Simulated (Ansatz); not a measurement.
# CsLaGe: the cost of one run

Program: Ansatz 0.2.0. Level of theory: DFT PBE, scalar-relativistic, plane waves, PAW. These are calculated values, not measurements.

2 further runs of the same task are left out: 1 that didn't finish, 1 set aside as unsound or not needed.

## 1. The system as given

It takes space group R-3m (No. 166, trigonal). Conventional cell: a = 6.946 Å, b = 6.946 Å, c = 16.843 Å, α = 90.00°, β = 90.00°, γ = 120.00°. Cs (site symmetry -3m) is surrounded by 2 La at 2.70 Å. Cs (site symmetry -3m) is surrounded by 2 Ge at 3.70 Å and 6 La at 4.01 Å. La (site symmetry 3m) is surrounded by 1 Ge at 2.01 Å. Around Ge (site symmetry 3m) lie 1 La at 2.01 Å.

Structure file:

```
CELL_PARAMETERS angstrom
3.47285 2.00505 5.61427
-3.47285 2.00505 5.61427
0.00000 -4.01010 5.61427
ATOMIC_POSITIONS crystal
Cs 0.50000 0.50000 0.50000
Cs 0.00000 0.00000 0.00000
La 0.33940 0.33940 0.33940
La 0.66060 0.66060 0.66060
Ge 0.78012 0.78012 0.78012
Ge 0.21988 0.21988 0.21988
```

A structure generator made this guess: random cell by space group and Wyckoff sites (R-3m, No. 166). Its size is a rough estimate.

## 2. The guess as it stands, on a coarse mesh

File input.yaml:

```yaml
crystal:
  lattice:
    - [3.47284975, 2.00505074, 5.6142712]
    - [-3.47284975, 2.00505074, 5.6142712]
    - [0.0, -4.01010148, 5.6142712]
  atoms:
    - { symbol: Cs, position: [0.5, 0.5, 0.5] }
    - { symbol: Cs, position: [0.0, 0.0, 0.0] }
    - { symbol: La, position: [0.33940148, 0.33940148, 0.33940148] }
    - { symbol: La, position: [0.66059852, 0.66059852, 0.66059852] }
    - { symbol: Ge, position: [0.78012353, 0.78012353, 0.78012353] }
    - { symbol: Ge, position: [0.21987647, 0.21987647, 0.21987647] }
basis:
  ecutwfc: 420
kpoints:
  mp_grid: { grid: [3, 3, 3] }
hamiltonian:
  xc: pbe
scf:
  occupations: { method: gaussian, width: 0.1 }
  lower_state_search: "off"
output:
  forces: true
  stress: true
  eigenvalues: true
```

Launch:

```
> ansatz run input.yaml --threads 1 --pin off --max-ram 2560MiB --backend cpu --events-out ev --progress --plain --runs-dir out
```

What time and memory should one allow on 1 thread of Arm Neoverse V2, shared host?

About 4.8 s, with a peak of 0.49 GiB.
